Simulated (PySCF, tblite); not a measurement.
# C₅H₆BClO+ (doublet): geometry, infrared bands and EPR parameters

Wanted: the infrared bands and EPR parameters of C₅H₆BClO+ (doublet) (`BC1=C(Cl)[C](C)[CH+]O1`), by calculation.

Programs: tblite 0.8.0 and PySCF 2.14.0, with density-fitted response routines of our own. Each step states its level of theory. These are calculated values for one molecule in the gas phase, unless marked as measured. Atoms count from 0, in the outputs and in this text.

## (1) The molecule as given

14 atoms, charge 1, multiplicity 2; geometry from: force field or distance geometry start.

Bonds of the start (Å): B0–C1 1.58, C1–C2 1.31, C2–Cl3 1.77, C2–C4 1.51, C4–C5 1.54, C4–C6 1.49, C6–O7 1.39, O7–C1 1.38, B0–H8 1.18, B0–H9 1.18, C5–H10 1.11, C5–H11 1.11, C5–H12 1.11, C6–H13 1.09.

## (2) Relaxing the molecule with GFN2-xTB

Job settings and geometry (Å):

```
{"job": {"kind": "relax", "xc": "GFN2-xTB", "basis": "xTB"}, "charge": 1, "multiplicity": 2}
B      2.726800    -0.206700     0.179400
C      1.162400    -0.228700     0.377600
C      0.330700     0.759600     0.137400
Cl     0.766400     2.362900    -0.476200
C     -1.086100     0.358400     0.471900
C     -1.973600     0.359400    -0.783500
C     -0.848000    -1.033900     0.941300
O      0.508800    -1.338600     0.881400
H      3.368400    -1.160300     0.446100
H      3.250900     0.759700    -0.236000
H     -1.531300    -0.270900    -1.587000
H     -2.089600     1.395000    -1.155000
H     -2.980300    -0.031100    -0.514300
H     -1.606100    -1.725200     1.294700
```

On the command line:

```sh
> OMP_NUM_THREADS=1 python probes_run.py task.json out
```

This one command runs all jobs of the session in turn.

**Question.** This job is followed by: GFN2-xTB harmonic vibrations, gas phase; UKS B3LYP, pcH-1 on B C Cl H O, non-relativistic, mean-field spin-orbit, GIAO. What will the session give for the following? strongest single infrared mode (GFN2-xTB); zero-point energy (GFN2-xTB); g(iso) (B3LYP); ⟨S²⟩; largest a(iso) (averaged by class).

**Answer**, as computed:

```
                                 quantity                   value
strongest single infrared mode (GFN2-xTB)   1058 cm⁻¹, 226 km/mol
             zero-point energy (GFN2-xTB)           58.8 kcal/mol
                           g(iso) (B3LYP)                 2.00539
                                     ⟨S²⟩      0.761 (exact 0.75)
       largest a(iso) (averaged by class)  1H on H8, H9, 74.6 MHz
```

In words: The optimisation took 79 steps and gained 1.935 eV; among the close pairs (by a distance rule), C1–C2 changed most, from 1.314 to 1.441 Å. All 36 modes are real, so the xTB geometry is a minimum. The strongest single mode, at 1058 cm⁻¹, is carried by H9, H8, B0. GFN2-xTB is a fitted tight-binding method: band positions and strengths are rough. Its intensities can rank the bands wrongly. The largest spin populations lie on C1 (0.47 e), C6 (0.41 e). The isotropic g lies 3.1 ppt above the free-electron value. These values are for one conformer; the search (at its own cheap level) found 2 more, at 0.04, 0.05 kcal/mol (those within 0.05 may be mirror or relabelled copies), and measured spectra average over such forms.
